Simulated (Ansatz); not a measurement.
# SnSe, space group Fm-3m: the levels without and with spin-orbit coupling

Run with the Ansatz DFT code, driven from Python.

`POSCAR_snse`
```text
SnSe
1.0
   0.00000000    3.01000000    3.01000000
   3.01000000    0.00000000    3.01000000
   3.01000000    3.01000000    0.00000000
Sn Se
1 1
Direct
   0.00000000    0.00000000    0.00000000
   0.50000000    0.50000000    0.50000000
```

`soc.py`:
```python
'''Levels of SnSe without and with spin-orbit coupling.'''

import warnings

import ansatz as az
from ase.io import read

warnings.simplefilter('ignore', az.DeckWarning)

atoms = read('POSCAR_snse', format='vasp')
snse = az.Crystal.from_ase(atoms)

calc = snse.calculation()
calc = calc.functional('lda').basis(17 * az.Ha)
calc = calc.kpoints(6, 6, 6).occupations('fixed')
calc = calc.band_table()
for label, variant in (('scalar-relativistic', calc), ('spin-orbit', calc.spin(soc=True))):
    report = variant.run(threads=1, pin='off').report
    zero = report['band_edges_ev'][0] if report.get('band_edges_ev') else report['fermi_energy_ev']
    near = [round(e - zero, 3) for e in report['eigenvalues_ev'][0] if abs(e - zero) < 4]
    print(label)
    print('  band edges (eV):', [round(e, 3) for e in report.get('band_edges_ev') or []] or 'none reported')
    print('  levels at k =', report['kpoints_frac'][0], 'within 4 eV of the zero:', near)
```

Running `python soc.py` prints:
```text
scalar-relativistic
  band edges (eV): [8.637, 9.241]
  levels at k = [0.0, 0.0, 0.0] within 4 eV of the zero: [-2.069, -2.069, -2.069]
spin-orbit
  band edges (eV): [8.587, 9.249]
  levels at k = [0.0, 0.0, 0.0] within 4 eV of the zero: [-2.332, -2.332, -1.877, -1.877, -1.877, -1.877, 3.81, 3.81]
```

Caveats:
- The computed bands are complete only to about 4.7 eV above the Fermi level.
- The structure is a deposited one; some such entries were measured under pressure or heat, so a shift against it needn't be the functional's error alone.
- Levels are Kohn-Sham eigenvalues on this mesh.
- With spin-orbit coupling each level holds one electron and, with inversion or at time-reversal points, comes in pairs; a window in energy can cut a split set.
- Finished in 7.8 s on 1 thread of Intel(R) Xeon(R) Processor @ 2.30GHz, on a shared host, peak memory 0.72 GiB.
